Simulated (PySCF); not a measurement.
# C3H4FNOSi: the cost of one run

Programs: PySCF 2.14.0, with density-fitted response routines of our own. Each step states its level of theory. These are calculated values for one molecule in the gas phase, unless marked as measured. Atoms count from 0, in the outputs and in this text.

## (1) The starting structure

11 atoms, charge 0, multiplicity 1; geometry from: GFN2-xTB. The atoms were then displaced at random by about 0.01 Å, so the start is not that level's minimum.

Bonds of the start (Å): N0–C1 1.12, C1–Si2 1.87, Si2–O3 1.67, O3–C4 1.30, C4–C5 1.33, C5–F6 1.34, Si2–H7 1.42, Si2–H8 1.48, C4–H9 1.06, C5–H10 1.07.

## (2) Geometry optimisation at PBE0-D3(BJ)/def2-SVP

The job: settings as JSON, then the geometry in Å.

```
{"job": {"xc": "PBE0", "basis": "def2-SVP", "d3": "d3bj", "grid": 1, "shake": 0.01, "kind": "geom"}, "charge": 0, "multiplicity": 1}
N     -1.531750     2.664080     0.188230
C     -1.518420     1.540800     0.171590
Si    -1.470110    -0.328200     0.119090
O     -0.174130    -0.813050    -0.819990
C      1.117410    -0.674110    -0.761280
C      1.800200    -0.112260     0.238290
F      1.197010     0.364750     1.338580
H     -2.530040    -0.822470    -0.691070
H     -1.358590    -0.781090     1.527030
H      1.641470    -1.053500    -1.605760
H      2.865070    -0.010770     0.279630
```

The run is started by

```
OMP_NUM_THREADS=1 python probes_run.py task.json out
```

One launch serves the whole session: the jobs run in the order shown.

Q: Estimate the wall time and peak memory of this first job on 1 thread of Arm Neoverse V2, shared host.

About 49 s, with a peak of 0.53 GiB.
